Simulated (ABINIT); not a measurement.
# Cu (Fm-3m) in ABINIT: single point with LDA

Aim: the single point of Cu with LDA.

Program: ABINIT 10.8.3 (patched build). These are calculated values, not measurements. Logs are shortened: lines on timing, memory, paths and dates and some standing lists are left out, and cuts for length are marked. The log counts tension as positive stress, the text compression.

## Step 1: Starting point

Symmetry: Fm-3m, No. 225, cubic system. Conventional cell: a = 5.561 Å, b = 5.561 Å, c = 5.561 Å, α = 90.00°, β = 90.00°, γ = 90.00°. Cu (site symmetry -43m) has 4 Cu at 2.41 Å as nearest neighbours. Cu (site symmetry m-3m) is surrounded by 8 Cu at 2.41 Å.

The cell was built by a generator and needn't be a form met in nature.

## Step 2: Single point, LDA

Contents of run.abi:

```
pp_dirpath "./"
pseudos "Cu.hgh"

acell 7.4309540166 7.4309540166 7.4309540166
rprim
     0.0000000000     0.7071067812     0.7071067812
     0.7071067812     0.0000000000     0.7071067812
     0.7071067812     0.7071067812     0.0000000000
ntypat 1
znucl 29
natom 3
typat 1 1 1
xred
     0.2500000000     0.2500000000     0.2500000000
     0.7500000000     0.7500000000     0.7500000000
     0.5000000000     0.5000000000     0.5000000000

ecut 15.0

kptopt 1
ngkpt 6 6 6
nshiftk 1
shiftk 0.0 0.0 0.0

ixc 7

nband 6
occopt 3
tsmear 0.05 eV

nstep 100
tolvrs 1.0e-10

iomode 3
prtwf 0
prteig 0
prtebands 0
enunit 1
prtden 1
prtvha 1
prtvclmb 1
prtpot 1
prtelf 1
```

Potentials or basis: HGH LDA.

Command:

```bash
> abinit run.abi > log 2>&1
```

run.abo:

```text
.Version 10.8.3 of ABINIT
 Symmetries : space group Fm -3 m (#225); Bravais cF (face-center cubic)
================================================================================
 Values of the parameters that define the memory need of the present run
     intxc =       0    ionmov =       0      iscf =       7    lmnmax =       6
     lnmax =       6     mgfft =      27  mpssoang =       3    mqgrid =    3001
     natom =       3  nloc_mem =       1    nspden =       1   nspinor =       1
    nsppol =       1      nsym =      48    n1xccc =       0    ntypat =       1
    occopt =       3   xclevel =       1
       mpw =         816          nfft =       19683          nkpt =          16
================================================================================
================================================================================

--------------------------------------------------------------------------------
------------- Echo of variables that govern the present computation ------------
--------------------------------------------------------------------------------
 -outvars: echo values of preprocessed input variables --------
            acell      7.4309540166E+00  7.4309540166E+00  7.4309540166E+00 Bohr
              amu      6.35460000E+01
             ecut      1.50000000E+01 Hartree
           enunit           1
              ixc           7
         kptrlatt        6    0    0      0    6    0      0    0    6
          kptrlen      4.45857241E+01
            natom           3
            nband           6
            ngfft          27      27      27
             nkpt          16
            nstep         100
             nsym          48
           ntypat           1
           occopt           3
        prtebands           0
           prteig           0
           prtelf           1
           prtpot           1
         prtvclmb           1
           prtvha           1
            prtwf           0
            rprim      0.0000000000E+00  7.0710678120E-01  7.0710678120E-01
                       7.0710678120E-01  0.0000000000E+00  7.0710678120E-01
                       7.0710678120E-01  7.0710678120E-01  0.0000000000E+00
          spgroup         225
           tolvrs      1.00000000E-10
           tsmear      1.83746611E-03 Hartree
            typat      1  1  1
           xangst      1.3902749991E+00  1.3902749991E+00  1.3902749991E+00
                       4.1708249972E+00  4.1708249972E+00  4.1708249972E+00
                       2.7805499982E+00  2.7805499982E+00  2.7805499982E+00
            xcart      2.6272389880E+00  2.6272389880E+00  2.6272389880E+00
                       7.8817169639E+00  7.8817169639E+00  7.8817169639E+00
                       5.2544779759E+00  5.2544779759E+00  5.2544779759E+00
             xred      2.5000000000E-01  2.5000000000E-01  2.5000000000E-01
                       7.5000000000E-01  7.5000000000E-01  7.5000000000E-01
                       5.0000000000E-01  5.0000000000E-01  5.0000000000E-01
            znucl       29.00000

================================================================================

 chkinp: Checking input parameters for consistency.

================================================================================
== DATASET  1 ==================================================================

--- !DatasetInfo
iteration_state: {dtset: 1, }
dimensions: {natom: 3, nkpt: 16, mband: 6, nsppol: 1, nspinor: 1, nspden: 1, mpw: 816, }
cutoff_energies: {ecut:  15.0, pawecutdg:  -1.0, }
electrons: {nelect:   3.00000000E+00, charge:   0.00000000E+00, occopt:   3.00000000E+00, tsmear:   1.83746611E-03, }
meta: {optdriver: 0, ionmov: 0, optcell: 0, iscf: 7, paral_kgb: 0, }
...

 Exchange-correlation functional for the present dataset will be:
  LDA: Perdew-Wang 92 LSD fit to Ceperley-Alder data - ixc=7
  J.P.Perdew and Y.Wang, PRB 45, 13244 (1992)

 Real(R)+Recip(G) space primitive vectors, cartesian coordinates (Bohr,Bohr^-1):
 R(1)=  0.0000000  5.2544780  5.2544780  G(1)= -0.0951569  0.0951569  0.0951569
 R(2)=  5.2544780  0.0000000  5.2544780  G(2)=  0.0951569 -0.0951569  0.0951569
 R(3)=  5.2544780  5.2544780  0.0000000  G(3)=  0.0951569  0.0951569 -0.0951569
 Unit cell volume ucvol=  2.9014743E+02 bohr^3
 Angles (23,13,12)=  6.00000000E+01  6.00000000E+01  6.00000000E+01 degrees

 getcut: wavevector=  0.0000  0.0000  0.0000  ngfft=  27  27  27
         ecut(hartree)=     15.000   => boxcut(ratio)=   2.00983

--- Pseudopotential description ------------------------------------------------
- pspini: atom type   1  psp file is ./Cu.hgh
    3    1    2    0      2001   0.00000      pspcod,pspxc,lmax,lloc,mmax,r2well

 pspatm : COMMENT -
  the projectors are not normalized,
  so that the KB energies are not consistent with
  definition in PRB44, 8503 (1991).
  However, this does not influence the results obtained hereafter.

   1.90229718E+01                                ecore*ucvol(ha*bohr**3)
--------------------------------------------------------------------------------

================================================================================

--- !BeginCycle
iteration_state: {dtset: 1, }
solver: {iscf: 7, nstep: 100, nline: 4, wfoptalg: 0, }
tolerances: {tolvrs: 1.00E-10, }
...

     iter   Etot(hartree)      deltaE(h)  residm     vres2
 ETOT  1  -1.4228017346622    -1.423E+00 9.760E-03 7.608E+00
 ETOT  2  -1.4246507742641    -1.849E-03 5.333E-05 3.928E-01
 ETOT  3  -1.4246655486865    -1.477E-05 2.014E-05 8.176E-03
 ETOT  4  -1.4246665554575    -1.007E-06 8.719E-05 3.321E-04
 ETOT  5  -1.4246666046711    -4.921E-08 1.186E-05 5.854E-06
 ETOT  6  -1.4246666053613    -6.902E-10 4.303E-05 2.883E-08
 ETOT  7  -1.4246666053633    -2.089E-12 4.625E-06 9.540E-10
 ETOT  8  -1.4246666053635    -1.192E-13 1.600E-05 2.278E-11

 At SCF step    8       vres2   =  2.28E-11 < tolvrs=  1.00E-10 =>converged.

 Compute ELF
--------------------------------------------------------------------------------

 Compute kinetic energy density

 Compute gradient of the electron density
 Electron Localization Function (ELF) [min:0;max:1]
)     Maximum=    7.5994E-01  at reduced coord.    0.4074    0.4074    0.8148
)     Minimum=    1.0180E-08  at reduced coord.    0.5185    0.4815    0.4815
   Integrated=    1.4144E+02

--------------------------------------------------------------------------------
 End of ELF section

 Cartesian components of stress tensor (hartree/bohr^3)
  sigma(1 1)=  1.64712268E-03  sigma(3 2)=  0.00000000E+00
  sigma(2 2)=  1.64712268E-03  sigma(3 1)=  0.00000000E+00
  sigma(3 3)=  1.64712268E-03  sigma(2 1)=  0.00000000E+00

--- !ResultsGS
iteration_state: {dtset: 1, }
comment   : Summary of ground state results
lattice_vectors:
- [  0.0000000,   5.2544780,   5.2544780, ]
- [  5.2544780,   0.0000000,   5.2544780, ]
- [  5.2544780,   5.2544780,   0.0000000, ]
lattice_lengths: [   7.43095,    7.43095,    7.43095, ]
lattice_angles: [ 60.000,  60.000,  60.000, ] # degrees, (23, 13, 12)
lattice_volume:   2.9014743E+02
convergence: {deltae: -1.192E-13, res2:  2.278E-11, residm:  1.600E-05, diffor: null, }
etotal    :  -1.42466661E+00
entropy   :   0.00000000E+00
fermie    :  -1.56616901E-01
cartesian_stress_tensor: # hartree/bohr^3
- [  1.64712268E-03,   0.00000000E+00,   0.00000000E+00, ]
- [  0.00000000E+00,   1.64712268E-03,   0.00000000E+00, ]
- [  0.00000000E+00,   0.00000000E+00,   1.64712268E-03, ]
pressure_GPa:  -4.8460E+01
xred      :
- [  2.5000E-01,   2.5000E-01,   2.5000E-01, Cu]
- [  7.5000E-01,   7.5000E-01,   7.5000E-01, Cu]
- [  5.0000E-01,   5.0000E-01,   5.0000E-01, Cu]
cartesian_forces: # hartree/bohr
- [ -0.00000000E+00,  -0.00000000E+00,  -0.00000000E+00, ]
- [ -0.00000000E+00,  -0.00000000E+00,  -0.00000000E+00, ]
- [ -0.00000000E+00,  -0.00000000E+00,  -0.00000000E+00, ]
force_length_stats: {min:   0.00000000E+00, max:   0.00000000E+00, mean:   0.00000000E+00, }
...

 Integrated electronic density in atomic spheres:
 ------------------------------------------------
 Atom  Sphere_radius  Integrated_density
    1        2.00000          0.30996552
    2        2.00000          0.30996552
    3        2.00000          0.38319602
================================================================================

 ----iterations are completed or convergence reached----

 Mean square residual over all n,k,spin=   16.795E-08; max=  15.998E-06
 reduced coordinates (array xred) for    3 atoms
       0.250000000000      0.250000000000      0.250000000000
       0.750000000000      0.750000000000      0.750000000000
       0.500000000000      0.500000000000      0.500000000000
 rms dE/dt=  0.0000E+00; max dE/dt=  0.0000E+00; dE/dt below (all hartree)
    1       0.000000000000      0.000000000000      0.000000000000
    2       0.000000000000      0.000000000000      0.000000000000
    3       0.000000000000      0.000000000000      0.000000000000

 cartesian coordinates (angstrom) at end:
    1      1.39027499908197     1.39027499908197     1.39027499908197
    2      4.17082499724591     4.17082499724591     4.17082499724591
    3      2.78054999816394     2.78054999816394     2.78054999816394

 cartesian forces (hartree/bohr) at end:
    1     -0.00000000000000    -0.00000000000000    -0.00000000000000
    2     -0.00000000000000    -0.00000000000000    -0.00000000000000
    3     -0.00000000000000    -0.00000000000000    -0.00000000000000
 frms,max,avg= 0.0000000E+00 0.0000000E+00   0.000E+00  0.000E+00  0.000E+00 h/b

 cartesian forces (eV/Angstrom) at end:
    1     -0.00000000000000    -0.00000000000000    -0.00000000000000
    2     -0.00000000000000    -0.00000000000000    -0.00000000000000
    3     -0.00000000000000    -0.00000000000000    -0.00000000000000
 frms,max,avg= 0.0000000E+00 0.0000000E+00   0.000E+00  0.000E+00  0.000E+00 e/A
 length scales=  7.430954016600  7.430954016600  7.430954016600 bohr
              =  3.932291518185  3.932291518185  3.932291518185 angstroms
 Fermi (or HOMO) energy (eV) =  -4.26176   Average Vxc (eV)=  -6.91462
 Eigenvalues (   eV  ) for nkpt=  16  k points:
 kpt#   1, nband=  6, wtk=  0.00463, kpt=  0.0000  0.0000  0.0000 (reduced coord)
 -10.08536    4.37820    4.37820    4.37820    4.79375    4.79375
 prteigrs : prtvol=0 or 1, do not print more k-points.

--- !EnergyTerms
iteration_state     : {dtset: 1, }
comment             : Components of total free energy in Hartree
kinetic             :  5.79616505686187E-01
hartree             :  1.11684500317696E-02
xc                  : -6.11372573108867E-01
Ewald energy        : -9.10737277797091E-01
psp_core            :  6.55631243279344E-02
local_psp           :  2.92876177765876E-02
non_local_psp       : -5.88039244949590E-01
internal            : -1.42451339803307E+00
'-kT*entropy'       : -1.53207330399069E-04
total_energy        : -1.42466660536347E+00
total_energy_eV     : -3.87671532702959E+01
band_energy         : -7.52298276576794E-01
...

 Cartesian components of stress tensor (hartree/bohr^3)
  sigma(1 1)=  1.64712268E-03  sigma(3 2)=  0.00000000E+00
  sigma(2 2)=  1.64712268E-03  sigma(3 1)=  0.00000000E+00
  sigma(3 3)=  1.64712268E-03  sigma(2 1)=  0.00000000E+00

-Cartesian components of stress tensor (GPa)         [Pressure= -4.8460E+01 GPa]
- sigma(1 1)=  4.84600222E+01  sigma(3 2)=  0.00000000E+00
- sigma(2 2)=  4.84600222E+01  sigma(3 1)=  0.00000000E+00
- sigma(3 3)=  4.84600222E+01  sigma(2 1)=  0.00000000E+00

== END DATASET(S) ==============================================================
================================================================================

 -outvars: echo values of variables after computation  --------
            acell      7.4309540166E+00  7.4309540166E+00  7.4309540166E+00 Bohr
           etotal     -1.4246666054E+00
            fcart     -0.0000000000E+00 -0.0000000000E+00 -0.0000000000E+00
                      -0.0000000000E+00 -0.0000000000E+00 -0.0000000000E+00
                      -0.0000000000E+00 -0.0000000000E+00 -0.0000000000E+00
            rprim      0.0000000000E+00  7.0710678120E-01  7.0710678120E-01
                       7.0710678120E-01  0.0000000000E+00  7.0710678120E-01
                       7.0710678120E-01  7.0710678120E-01  0.0000000000E+00
           strten      1.6471226760E-03  1.6471226760E-03  1.6471226760E-03
                       0.0000000000E+00  0.0000000000E+00  0.0000000000E+00
           xangst      1.3902749991E+00  1.3902749991E+00  1.3902749991E+00
                       4.1708249972E+00  4.1708249972E+00  4.1708249972E+00
                       2.7805499982E+00  2.7805499982E+00  2.7805499982E+00
             xred      2.5000000000E-01  2.5000000000E-01  2.5000000000E-01
                       7.5000000000E-01  7.5000000000E-01  7.5000000000E-01
                       5.0000000000E-01  5.0000000000E-01  5.0000000000E-01
 Calculation completed.
```

Wall time 1.8 s (1 thread of Arm Neoverse V1, shared host); peak memory 0.06 GiB.

Results:

| Quantity | Value |
| --- | --- |
| Free energy | -38.7672 eV |
| Pressure | -48.5 GPa |
| Band gap on the k mesh | none (metal or under the smearing width) |
| Valence electrons inside the program's atomic spheres | Cu 0.31, 0.38 (radii [1.0584] Å) |

Caveat: a pressure of tens of GPa on the cell as given is suspect, and the run, the potentials or the cell itself is likely at fault; HGH potentials are hard and often keep d shells in the core, so these values are rough.
